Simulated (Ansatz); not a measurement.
# SiSn4: the cost of one run

Method: DFT PBE, scalar-relativistic, plane waves, PAW, in Ansatz 0.2.0.

2 further runs of the same task are left out: 1 that didn't finish, 1 set aside as unsound or not needed.

### 1 The system as given

The structure is trigonal, space group R-3m (No. 166). Conventional cell: a = 7.018 Å, b = 7.018 Å, c = 10.608 Å, α = 90.00°, β = 90.00°, γ = 120.00°. Si (site symmetry -3m) has 6 Sn at 3.51 Å as nearest neighbours. Sn (site symmetry 2/m) is surrounded by 6 Sn at 2.69 to 3.51 Å and 2 Si at 3.51 Å. Around Sn (site symmetry -3m) lie 6 Sn at 2.69 Å.

Coordinates:

```cif
data_structure
_symmetry_space_group_name_H-M 'P 1'
_symmetry_Int_Tables_number 1
_cell_length_a 5.3780
_cell_length_b 5.3780
_cell_length_c 5.3780
_cell_angle_alpha 81.462
_cell_angle_beta 81.462
_cell_angle_gamma 81.462
_cell_volume 150.84
loop_
_atom_site_label
_atom_site_type_symbol
_atom_site_fract_x
_atom_site_fract_y
_atom_site_fract_z
_atom_site_occupancy
Si1 Si 0.50000 0.50000 0.50000 1
Sn1 Sn 0.00000 0.00000 0.50000 1
Sn2 Sn 0.50000 0.00000 0.00000 1
Sn3 Sn 0.00000 0.50000 0.00000 1
Sn4 Sn 0.00000 0.00000 0.00000 1
```

A structure generator made this guess: random cell by space group and Wyckoff sites (R-3m, No. 166). The dimensions are guesses.

### 2 A first look at the guess

input.yaml reads:

```yaml
crystal:
  lattice:
    - [3.50915491, 2.02601153, 3.53603264]
    - [-3.50915491, 2.02601153, 3.53603264]
    - [0.0, -4.05202306, 3.53603264]
  atoms:
    - { symbol: Si, position: [0.5, 0.5, 0.5] }
    - { symbol: Sn, position: [0.0, 0.0, 0.5] }
    - { symbol: Sn, position: [0.5, 0.0, 0.0] }
    - { symbol: Sn, position: [0.0, 0.5, 0.0] }
    - { symbol: Sn, position: [0.0, 0.0, 0.0] }
basis:
  ecutwfc: 420
kpoints:
  mp_grid: { grid: [3, 3, 3] }
hamiltonian:
  xc: pbe
scf:
  occupations: { method: gaussian, width: 0.1 }
  lower_state_search: "off"
output:
  forces: true
  stress: true
  eigenvalues: true
```

The run is started by

```bash
ansatz run input.yaml --threads 1 --pin off --max-ram 2560MiB --backend cpu --events-out ev --progress --plain --runs-dir out
```

What time and memory should one allow on 1 thread of Intel Xeon Platinum 8488C (Sapphire Rapids), shared host?

About 1.9 s, with a peak of 0.41 GiB.
